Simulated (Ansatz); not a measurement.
# C₂H₄GeS: small, medium and large basis sets

An exercise on one series of results from a longer session: the logs are not shown, and one member is left open.

Program: Ansatz 0.2.0, Gaussian basis. Level of theory: one geometry, several basis sets. These are calculated values, not measurements.

Levels to be run: PBE0-D4/def2-SVP; ωB97M-V/def2-SVP; PBE0-D4/def2-QZVPP; ωB97M-V/def2-QZVPP; the functionals' def2-TZVPP values are taken from earlier runs.

### The relaxed structure

The geometry comes from an earlier relaxation with PBE0-D4 in a triple-zeta def2 set; it is a stationary point, not always the lowest conformer.

SMILES `C1=[CH][GeH2][S]1`, 8 atoms, charge 0, spin multiplicity 1.

Atoms are counted from 1 here; the program's logs count them from 0.

Bond lengths: C1–C2 1.339 Å, C1–S4 1.774 Å, C1–H5 1.087 Å, C2–Ge3 1.929 Å, C2–H6 1.082 Å, Ge3–S4 2.269 Å, Ge3–H7 1.536 Å, Ge3–H8 1.536 Å. Angles: C2–C1–S4 113.3°, C2–C1–H5 127.5°, S4–C1–H5 119.2°, C1–C2–Ge3 96.3°, C1–C2–H6 126.5°, Ge3–C2–H6 137.2°, C2–Ge3–S4 76.4°, C2–Ge3–H7 119.0°, C2–Ge3–H8 119.0°, S4–Ge3–H7 113.6°, S4–Ge3–H8 113.6°, H7–Ge3–H8 110.9°, C1–S4–Ge3 74.0°.

Set-up of the first run:

File in.yaml:

```yaml
crystal:
  periodic: [false, false, false]
  atoms:
    - {symbol: C, position_ang: [-0.680374, 0.934807, -0.577837]}
    - {symbol: C, position_ang: [0.036224, 0.776566, 0.542286]}
    - {symbol: Ge, position_ang: [0.539023, -1.056542, 0.213794]}
    - {symbol: S, position_ang: [-0.723939, -0.519215, -1.593164]}
    - {symbol: H, position_ang: [-1.210055, 1.826333, -0.904463]}
    - {symbol: H, position_ang: [0.203781, 1.520244, 1.309487]}
    - {symbol: H, position_ang: [2.001127, -1.376193, -0.130985]}
    - {symbol: H, position_ang: [-0.073486, -2.163102, 1.085081]}
basis:
  gaussian: {orbitals: def2-SVP}
hamiltonian: {xc: pbe0, dispersion: d4}
output: {orbitals: {seedname: orbitals}}
```

Started as:

```bash
$ ansatz run in.yaml --threads 2 --pin off --events-out ev --progress --plain --max-ram 4352MiB
```

Steps of the session up to this table: PBE0-D4 in def2-SVP; ωB97M-V in def2-SVP; PBE0-D4 in def2-QZVPP; ωB97M-V in def2-QZVPP.

One table of the session follows, with a row left open; its other results are not shown here.

| functional | basis | HOMO (eV) |
| --- | --- | --- |
| PBE0-D4 | def2-SVP | -6.31 |
| PBE0-D4 | def2-TZVPP | ? |
| PBE0-D4 | def2-QZVPP | -6.42 |
| ωB97M-V | def2-SVP | -8.39 |
| ωB97M-V | def2-TZVPP | -8.50 |
| ωB97M-V | def2-QZVPP | -8.52 |

Q: Estimate the row for PBE0-D4, def2-TZVPP from the others.

**Answer.** HOMO (eV): -6.40. In the column «HOMO (eV)» it lies between PBE0-D4, def2-QZVPP (-6.42) and PBE0-D4, def2-SVP (-6.31).
